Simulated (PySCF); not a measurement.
# The bond of KBi−, level by level

One job finds the state of KBi−, follows it along the bond with each method and fits the curves.

Method: K def2-SVPD, Bi def2-SVPD with ECP60, scalar-relativistic core potentials; program: PySCF 2.14.0.

3 further runs of the same task are left out: 3 set aside as unsound or not needed.

## Step 1: The job

The job is set up so:

```yaml
atoms: K, Bi
charge: -1
basis: K def2-SVPD, Bi def2-SVPD with ECP60
Hamiltonian: scalar-relativistic core potentials
basis_functions: 59
electrons_treated: 43
masses_in_u: 38.9637, 208.9804
levels: PBE0, PBE, r²SCAN, r²SCANh, M06-2X
grid: 80 radial by 434 angular points
occupations: held fixed by the projection of orbital angular momentum
dissociation_limit: K + Bi−, each in its ground configuration
starting_distance_in_angstrom: 3.505
values_of_2S_to_try: 1, 3
```

On the command line:

```
$ OMP_NUM_THREADS=1 python dia.py task.json out
```

After the search, every level is run at each distance in turn; below they are sorted by level.

## Step 2: The PBE0 curve of the state that the search chose

State followed: ⁴Σ⁻ (quartet), unpaired electrons σ ↑, π ↑↑. The scan is laid around 3.592 Å.

Log of the SCF at 3.592 Å:

```text
******** <class 'pyscf.dft.uks_symm.SymAdaptedUKS'> ********
method = SymAdaptedUKS
initial guess = minao
damping factor = 0
level_shift factor = 0
DIIS = <class 'pyscf.scf.diis.CDIIS'>
diis_start_cycle = 1
diis_space = 10
diis_damp = 0
SCF conv_tol = 1e-09
SCF conv_tol_grad = None
SCF max_cycles = 60
direct_scf = False
max_memory 909 MB (current use 394 MB)
number electrons alpha = 23  beta = 20
XC library pyscf.dft.libxc version 7.0.0
    S. Lehtola, C. Steigemann, M. J.T. Oliveira, and M. A.L. Marques.,  SoftwareX 7, 1–5 (2018)
XC functionals = PBE0
    C. Adamo and V. Barone.,  J. Chem. Phys. 110, 6158 (1999)
    M. Ernzerhof and G. E. Scuseria.,  J. Chem. Phys. 110, 5029 (1999)
small_rho_cutoff = 0
Overwritten attributes  get_j get_k get_jk get_hcore get_occ  of <class 'pyscf.dft.uks_symm.SymAdaptedUKS'>
Set gradient conv threshold to 3.16228e-05
init E= -814.338011482963
cycle= 1 E= -814.338366829055  delta_E= -0.000355  |g|= 0.00403  |ddm|= 0.0496
cycle= 2 E= -814.33837564566  delta_E= -8.82e-06  |g|= 0.00322  |ddm|= 0.016
cycle= 3 E= -814.338386417836  delta_E= -1.08e-05  |g|= 0.000297  |ddm|= 0.00949
cycle= 4 E= -814.338386600218  delta_E= -1.82e-07  |g|= 0.000148  |ddm|= 0.00248
cycle= 5 E= -814.338386665988  delta_E= -6.58e-08  |g|= 3.37e-05  |ddm|= 0.00161
cycle= 6 E= -814.338386673804  delta_E= -7.82e-09  |g|= 1.16e-05  |ddm|= 0.000593
cycle= 7 E= -814.338386674629  delta_E= -8.24e-10  |g|= 2.24e-06  |ddm|= 0.00017
Extra cycle  E= -814.338386674663  delta_E= -3.42e-11  |g|= 1.16e-06  |ddm|= 3.39e-05
converged SCF energy = -814.338386674663  <S^2> = 3.7582633  2S+1 = 4.0041295
```

The curve and what changes along it:

```
 R (Å)  E (eV)  μ (D)  Mulliken charge of K (e)  Mayer bond order  ⟨S²⟩  HOMO (eV)  LUMO (eV)
3.0891  0.2522   9.83                     -0.42              0.82  3.76       0.44       1.29
3.2328  0.1080   9.89                     -0.44              0.83  3.76       0.41       1.36
3.3765  0.0321   9.91                     -0.46              0.83  3.76       0.38       1.42
3.4842  0.0065   9.91                     -0.47              0.83  3.76       0.35       1.46
3.5920  0.0000   9.89                     -0.48              0.82  3.76       0.33       1.50
3.6998  0.0076   9.86                     -0.48              0.81  3.76       0.30       1.54
3.8434  0.0334   9.81                     -0.48              0.80  3.76       0.26       1.58
4.0230  0.0817   9.76                     -0.48              0.77  3.76       0.22       1.59
4.2386  0.1519   9.72                     -0.47              0.74  3.77       0.16       1.53
4.5259  0.2511   9.74                     -0.47              0.69  3.78       0.09       1.46
```

The fit gives Re = 3.582 Å, ωe = 101.5 cm⁻¹, ωexe = 0.400 cm⁻¹, αe = 0.000227 cm⁻¹, Be = 0.04000 cm⁻¹, De = 1.39 eV, μ = 9.89 D.

Orbitals nearest the gap at 3.592 Å:

| spin | orbital | ε (eV) | filled | made of |
| --- | --- | --- | --- | --- |
| β | π | -17.38 | yes | K p 100 % |
| β | π | -17.38 | yes | K p 100 % |
| β | σ | -17.25 | yes | K p 100 % |
| α | σ | -11.43 | yes | Bi s 100 % |
| β | σ | -9.81 | yes | Bi s 99 % |
| α | π | -1.62 | yes | Bi p 97 % |
| α | π | -1.62 | yes | Bi p 97 % |
| α | σ | -1.22 | yes | Bi p 82 %, K s 14 % |
| β | σ | -0.50 | yes | Bi p 71 %, K s 24 % |
| α | σ | 0.33 | yes | K s 65 %, K p 27 % |
| β | π | 1.50 | no | Bi p 79 %, K p 20 % |
| β | π | 1.50 | no | Bi p 79 %, K p 20 % |
| α | π | 2.06 | no | K p 98 % |
| α | π | 2.06 | no | K p 98 % |

Polarisability there: 657.9 bohr³ along the bond, 662.6 across it.

## Step 3: Fields at the reference distance

Orbitals, density, ELF and potential are computed afterwards from the orbital file.

Frontier orbitals at PBE0 (alpha spin), with the share of their density that lies nearest to each atom:

```csv
orbital,energy (eV),lies on
HOMO-1,-1.22,Bi2 85 %; K1 15 %
HOMO,0.33,K1 90 %; Bi2 10 %
LUMO,2.06,K1 84 %; Bi2 16 %
```

ELF in a plane through or near 2 of the atoms.

Ten even steps from '0' (0.01) to '9' (0.98):
```
9999986421100111222222221000
9999863100001233444444433100
9998521000001345555555554321
9996200000001456666666666542
9994100000001466666666666553
9971001333100467655556777665
9950014777510377543334677776
9840147888840377434553577776
9730268536860277357674467877
9720378594870276366035367877
9720378584870276366035367877
9720268426860277357774467877
9840147888840377434553577776
9950014777510377543334677776
9971001333100467655556777665
9994100000001466666666666553
9996200000001456666666666542
9998521000001345555555554321
9999863100001233444444433100
9999986421100111222222221000
```
The map spans 8.8 Å across and 5.2 Å up, centred on the molecule. Atoms in the plane (x, y in Å): K1 (-1.8, 0.0), Bi2 (1.8, 0.0).

On the surface of density 0.002 e/bohr³ the electrostatic potential runs, from the 1st to the 99th percentile, from -4.44 V near Bi2 to -0.67 V near K1.

The spin density lies nearest to Bi2 79 %; K1 21 %.

Core electrons inside the core potentials are missing from the density.

## Step 4: Higher solutions at PBE0

State 2: Ms = 0.5 determinant of mixed spin (⟨S²⟩ = 1.75), unpaired electrons σ ↑, π ↑↓, an excited solution.

Output of the SCF at 3.592 Å:

```text
[... 13 set-up lines left out, the same as in an earlier log ...]
max_memory 909 MB (current use 443 MB)
number electrons alpha = 22  beta = 21
[... 7 set-up lines left out, the same as in an earlier log ...]
init E= -814.325928527411
cycle= 1 E= -814.326291512771  delta_E= -0.000363  |g|= 0.004  |ddm|= 0.0527
cycle= 2 E= -814.326299917654  delta_E= -8.4e-06  |g|= 0.00318  |ddm|= 0.0154
cycle= 3 E= -814.326310167521  delta_E= -1.02e-05  |g|= 0.000221  |ddm|= 0.00864
cycle= 4 E= -814.326310267591  delta_E= -1e-07  |g|= 0.000131  |ddm|= 0.00233
cycle= 5 E= -814.326310298288  delta_E= -3.07e-08  |g|= 2.6e-05  |ddm|= 0.00123
cycle= 6 E= -814.326310302065  delta_E= -3.78e-09  |g|= 5.67e-06  |ddm|= 0.000595
cycle= 7 E= -814.326310302403  delta_E= -3.38e-10  |g|= 1.23e-06  |ddm|= 0.000195
Extra cycle  E= -814.326310302414  delta_E= -1.05e-11  |g|= 5.01e-07  |ddm|= 1.8e-05
converged SCF energy = -814.326310302414  <S^2> = 1.755022  2S+1 = 2.831976
```

Re = 3.564 Å, ωe = 105.1 cm⁻¹; the determinant mixes terms (⟨S²⟩ = 1.75, ⟨Lz²⟩ = 2.01), so these belong to no real state. Its minimum lies 0.33 eV above that of the lowest state.

Energy (eV) from the lowest point of the lowest state:

```
R (Å)  lowest  state 2
3.089   0.252    0.573
3.233   0.108    0.430
3.377   0.032    0.356
3.484   0.006    0.333
3.592   0.000    0.329
3.700   0.008    0.339
3.843   0.033    0.369
4.023   0.082    0.422
4.239   0.152    0.500
4.526   0.251    0.611
```

## Step 5: PBE (GGA)

Output of the SCF at 3.592 Å:

```text
[... 17 set-up lines left out, the same as in an earlier log ...]
XC functionals = PBE
    J. P. Perdew, K. Burke, and M. Ernzerhof.,  Phys. Rev. Lett. 77, 3865 (1996)
    J. P. Perdew, K. Burke, and M. Ernzerhof.,  Phys. Rev. Lett. 78, 1396 (1997)
    J. P. Perdew, K. Burke, and M. Ernzerhof.,  Phys. Rev. Lett. 77, 3865 (1996)
    J. P. Perdew, K. Burke, and M. Ernzerhof.,  Phys. Rev. Lett. 78, 1396 (1997)
[... 2 set-up lines left out, the same as in an earlier log ...]
init E= -814.308784036704
cycle= 1 E= -814.309249292581  delta_E= -0.000465  |g|= 0.0208  |ddm|= 0.272
cycle= 2 E= -814.307719233122  delta_E= 0.00153  |g|= 0.0387  |ddm|= 0.277
cycle= 3 E= -814.309940294989  delta_E= -0.00222  |g|= 0.00155  |ddm|= 0.17
cycle= 4 E= -814.309945637131  delta_E= -5.34e-06  |g|= 0.000435  |ddm|= 0.0107
cycle= 5 E= -814.309945735706  delta_E= -9.86e-08  |g|= 0.000211  |ddm|= 0.00157
cycle= 6 E= -814.309945832438  delta_E= -9.67e-08  |g|= 3.08e-05  |ddm|= 0.00115
cycle= 7 E= -814.309945834068  delta_E= -1.63e-09  |g|= 5.07e-06  |ddm|= 0.00022
cycle= 8 E= -814.309945834131  delta_E= -6.3e-11  |g|= 8.7e-07  |ddm|= 4.95e-05
Extra cycle  E= -814.309945834132  delta_E= -1.36e-12  |g|= 5.1e-07  |ddm|= 6.18e-06
converged SCF energy = -814.309945834132  <S^2> = 3.7562495  2S+1 = 4.0031235
```

Re = 3.610 Å, ωe = 96.4 cm⁻¹, ωexe = 0.415 cm⁻¹, αe = 0.000237 cm⁻¹, Be = 0.03939 cm⁻¹, De = 1.46 eV, μ = 10.05 D.

## Step 6: r²SCAN

Log of the SCF at 3.592 Å:

```text
[... 17 set-up lines left out, the same as in an earlier log ...]
XC functionals = R2SCAN
    J. W. Furness, A. D. Kaplan, J. Ning, J. P. Perdew, and J. Sun.,  J. Phys. Chem. Lett. 11, 8208-8215 (2020)
    J. W. Furness, A. D. Kaplan, J. Ning, J. P. Perdew, and J. Sun.,  J. Phys. Chem. Lett. 11, 9248-9248 (2020)
    J. W. Furness, A. D. Kaplan, J. Ning, J. P. Perdew, and J. Sun.,  J. Phys. Chem. Lett. 11, 8208-8215 (2020)
    J. W. Furness, A. D. Kaplan, J. Ning, J. P. Perdew, and J. Sun.,  J. Phys. Chem. Lett. 11, 9248-9248 (2020)
[... 2 set-up lines left out, the same as in an earlier log ...]
init E= -814.571012502054
cycle= 1 E= -814.571432124882  delta_E= -0.00042  |g|= 0.00323  |ddm|= 0.144
cycle= 2 E= -814.571460802312  delta_E= -2.87e-05  |g|= 0.0019  |ddm|= 0.0392
cycle= 3 E= -814.571468335908  delta_E= -7.53e-06  |g|= 0.000864  |ddm|= 0.0154
cycle= 4 E= -814.57147126293  delta_E= -2.93e-06  |g|= 0.000558  |ddm|= 0.0117
cycle= 5 E= -814.571472270946  delta_E= -1.01e-06  |g|= 0.000211  |ddm|= 0.011
cycle= 6 E= -814.571472324229  delta_E= -5.33e-08  |g|= 3.59e-05  |ddm|= 0.00123
cycle= 7 E= -814.571472328784  delta_E= -4.56e-09  |g|= 1.31e-05  |ddm|= 0.000574
cycle= 8 E= -814.57147232954  delta_E= -7.56e-10  |g|= 9.74e-06  |ddm|= 0.000269
Extra cycle  E= -814.571472329407  delta_E= 1.34e-10  |g|= 1.55e-05  |ddm|= 0.000133
converged SCF energy = -814.571472329407  <S^2> = 3.7601601  2S+1 = 4.0050768
```

Re = 3.623 Å, ωe = 97.6 cm⁻¹, ωexe = 0.407 cm⁻¹, αe = 0.000231 cm⁻¹, Be = 0.03911 cm⁻¹, De = 1.39 eV, μ = 9.95 D.

## Step 7: r²SCANh

Log of the SCF at 3.592 Å:

```text
[... 13 set-up lines left out, the same as in an earlier log ...]
max_memory 909 MB (current use 444 MB)
[... 3 set-up lines left out, the same as in an earlier log ...]
XC functionals = HYB_MGGA_XC_R2SCANH
    M. Bursch, H. Neugebauer, S. Ehlert, and S. Grimme.,  J. Chem. Phys. 156, 134105 (2022)
[... 2 set-up lines left out, the same as in an earlier log ...]
init E= -814.550842231322
cycle= 1 E= -814.551166502874  delta_E= -0.000324  |g|= 0.00302  |ddm|= 0.128
cycle= 2 E= -814.551187670478  delta_E= -2.12e-05  |g|= 0.00328  |ddm|= 0.0368
cycle= 3 E= -814.55120297563  delta_E= -1.53e-05  |g|= 0.000663  |ddm|= 0.0151
cycle= 4 E= -814.551206371262  delta_E= -3.4e-06  |g|= 0.000294  |ddm|= 0.0139
cycle= 5 E= -814.551207112513  delta_E= -7.41e-07  |g|= 0.000117  |ddm|= 0.00899
cycle= 6 E= -814.551207141267  delta_E= -2.88e-08  |g|= 3.77e-05  |ddm|= 0.00117
cycle= 7 E= -814.551207145438  delta_E= -4.17e-09  |g|= 9.78e-06  |ddm|= 0.000397
cycle= 8 E= -814.551207146217  delta_E= -7.79e-10  |g|= 6.08e-06  |ddm|= 0.000198
Extra cycle  E= -814.551207146261  delta_E= -4.39e-11  |g|= 6.51e-06  |ddm|= 6.24e-05
converged SCF energy = -814.551207146261  <S^2> = 3.7606974  2S+1 = 4.0053451
```

Re = 3.613 Å, ωe = 98.9 cm⁻¹, ωexe = 0.406 cm⁻¹, αe = 0.000230 cm⁻¹, Be = 0.03933 cm⁻¹, De = 1.37 eV, μ = 9.79 D.

## Step 8: M06-2X (hybrid meta-GGA)

The SCF at the reference distance, 3.592 Å, printed:

```text
[... 17 set-up lines left out, the same as in an earlier log ...]
XC functionals = M062X
    Y. Zhao and D. G. Truhlar.,  Theor. Chem. Acc. 120, 215 (2008)
    Y. Zhao and D. G. Truhlar.,  Theor. Chem. Acc. 120, 215 (2008)
[... 2 set-up lines left out, the same as in an earlier log ...]
init E= -814.373960358257
cycle= 1 E= -814.375755130735  delta_E= -0.00179  |g|= 0.0264  |ddm|= 0.411
cycle= 2 E= -814.37776940965  delta_E= -0.00201  |g|= 0.0161  |ddm|= 0.333
cycle= 3 E= -814.378038795854  delta_E= -0.000269  |g|= 0.0119  |ddm|= 0.182
cycle= 4 E= -814.378482490176  delta_E= -0.000444  |g|= 0.00191  |ddm|= 0.117
cycle= 5 E= -814.378483285893  delta_E= -7.96e-07  |g|= 0.0017  |ddm|= 0.0458
cycle= 6 E= -814.378493426548  delta_E= -1.01e-05  |g|= 0.00114  |ddm|= 0.0507
cycle= 7 E= -814.378498967295  delta_E= -5.54e-06  |g|= 0.000281  |ddm|= 0.0231
cycle= 8 E= -814.37849934308  delta_E= -3.76e-07  |g|= 0.000142  |ddm|= 0.00643
cycle= 9 E= -814.378499443467  delta_E= -1e-07  |g|= 5.63e-05  |ddm|= 0.00212
cycle= 10 E= -814.378499454435  delta_E= -1.1e-08  |g|= 3.2e-05  |ddm|= 0.00104
cycle= 11 E= -814.378499457548  delta_E= -3.11e-09  |g|= 1.08e-05  |ddm|= 0.000381
cycle= 12 E= -814.378499458108  delta_E= -5.6e-10  |g|= 2.92e-06  |ddm|= 0.000205
Extra cycle  E= -814.378499458041  delta_E= 6.79e-11  |g|= 4.8e-06  |ddm|= 0.00013
converged SCF energy = -814.378499458041  <S^2> = 3.7674282  2S+1 = 4.0087046
```

Re = 3.571 Å, ωe = 99.4 cm⁻¹, ωexe = 0.491 cm⁻¹, αe = 0.000263 cm⁻¹, Be = 0.04025 cm⁻¹, De = 1.44 eV, μ = 8.55 D.

## Step 9: All curves

Energy (eV) from each level's lowest point:

| R (Å) | PBE | r²SCAN | r²SCANh | PBE0 | M06-2X |
| --- | --- | --- | --- | --- | --- |
| 3.089 | 0.262 | 0.285 | 0.279 | 0.252 | 0.238 |
| 3.233 | 0.117 | 0.129 | 0.125 | 0.108 | 0.099 |
| 3.377 | 0.038 | 0.044 | 0.041 | 0.032 | 0.028 |
| 3.484 | 0.010 | 0.012 | 0.011 | 0.006 | 0.005 |
| 3.592 | 0.000 | 0.000 | 0.000 | 0.000 | 0.000 |
| 3.700 | 0.004 | 0.002 | 0.004 | 0.008 | 0.008 |
| 3.843 | 0.024 | 0.022 | 0.025 | 0.033 | 0.034 |
| 4.023 | 0.066 | 0.064 | 0.069 | 0.082 | 0.079 |
| 4.239 | 0.127 | 0.127 | 0.134 | 0.152 | 0.142 |
| 4.526 | 0.215 | 0.218 | 0.227 | 0.251 | 0.227 |

## Step 10: What came out

Lowest PBE0 solution found, without spin–orbit coupling: ⁴Σ⁻ (quartet), unpaired electrons σ ↑, π ↑↑. State 2 has its PBE0 minimum 0.33 eV higher, as a spin-mixed determinant (⟨S²⟩ = 1.75), so this is no gap between pure states. The other levels ran on the lowest alone.

```
  level  Re (Å)  ωe (cm⁻¹)  De (eV)  μ (D)
    PBE   3.610       96.4     1.46  10.05
 r²SCAN   3.623       97.6     1.39   9.95
r²SCANh   3.613       98.9     1.37   9.79
   PBE0   3.582      101.5     1.39   9.89
 M06-2X   3.571       99.4     1.44   8.55
```

De is counted to K + Bi− in their ground configurations. A positive dipole points from K to Bi; in an ion it is taken about the centre of mass and does not tell which atom is negative.

Time per point (s) on 1 thread, shared host (CPU time, shared integrals of 0.2 s apart; correlated levels include their reference); the times are rough: PBE 0.85, r²SCAN 1.2, r²SCANh 1.4, PBE0 1.3, M06-2X 1.6.

Bond lengths run from 3.571 Å (M06-2X) to 3.623 Å (r²SCAN). Of the levels with a De here, r²SCANh gives the least (1.37 eV) and PBE the most (1.46 eV).

These are scalar-relativistic numbers at best; spin–orbit coupling would shift them, the dissociation energy most. At some levels the lowest empty orbital lies below the highest filled one (the two can be of opposite spin). With some functionals the highest level of the anion is positive, from self-interaction error or because the anion is truly unbound there; the finite basis then holds the extra electron, and no neutral molecule was run to test the binding. With spin–orbit coupling the term label itself may not hold.
